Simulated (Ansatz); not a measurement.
# Cr (Chromium): the cost of one run

Method: DFT LDA, with the methods named in each step, in Ansatz 0.2.0.

1 further run of the same task is left out (it didn't finish).

## 1. The structure to begin with

The structure is hexagonal, space group P6_3/mmc (No. 194). The conventional cell has a = 2.714 Å, b = 2.714 Å, c = 4.410 Å, α = 90.00°, β = 90.00°, γ = 120.00°. Cr (site symmetry -6m2) has 12 Cr at 2.71 Å as nearest neighbours.

As a file:

```
Cr
1.0
     0.00000    0.00000    4.41000
     2.71400    0.00000    0.00000
     0.00000    4.70079    0.00000
Cr
4
Direct
  0.25000 0.00000 0.33333
  0.25000 0.50000 0.83333
  0.75000 0.50000 0.16667
  0.75000 0.00000 0.66667
```

In patterns such as +-, the signs follow the magnetic atoms in the order of the input.

Atoms are numbered in the order of the input: Cr1, Cr2, Cr3, Cr4.

## 2. Parallel moments, PAW

Contents of input.yaml:

```yaml
crystal:
  lattice:
    - [0.0, 0.0, 4.41]
    - [2.714, 0.0, 0.0]
    - [0.0, 4.7007858918, 0.0]
  atoms:
    - { symbol: Cr, position: [0.25, 1.0, 0.3333333334], spin: 3.0 }
    - { symbol: Cr, position: [0.25, 0.5, 0.8333333334], spin: 3.0 }
    - { symbol: Cr, position: [0.75, 0.5, 0.1666666666], spin: 3.0 }
    - { symbol: Cr, position: [0.75, 0.0, 0.6666666666], spin: 3.0 }
magnetization:
  spin_polarized: true
kpoints:
  mp_grid: { grid: [6, 10, 6] }
scf:
  occupations: { method: fermi_dirac, width: 0.03 }
  lower_state_search: "off"
hamiltonian:
  xc: lda
  pseudopotentials: { kind: paw }
output:
  forces: true
  stress: true
  eigenvalues: true
```

Run with:

```
$ ansatz run input.yaml --threads 2 --pin off --max-ram 6144MiB --backend cpu --events-out ev --progress --plain --runs-dir out
```

**Question.** How long does this run take on 2 threads of Arm Neoverse V1, shared host, and how much memory does it need?

About 25 s, with a peak of 0.53 GiB.
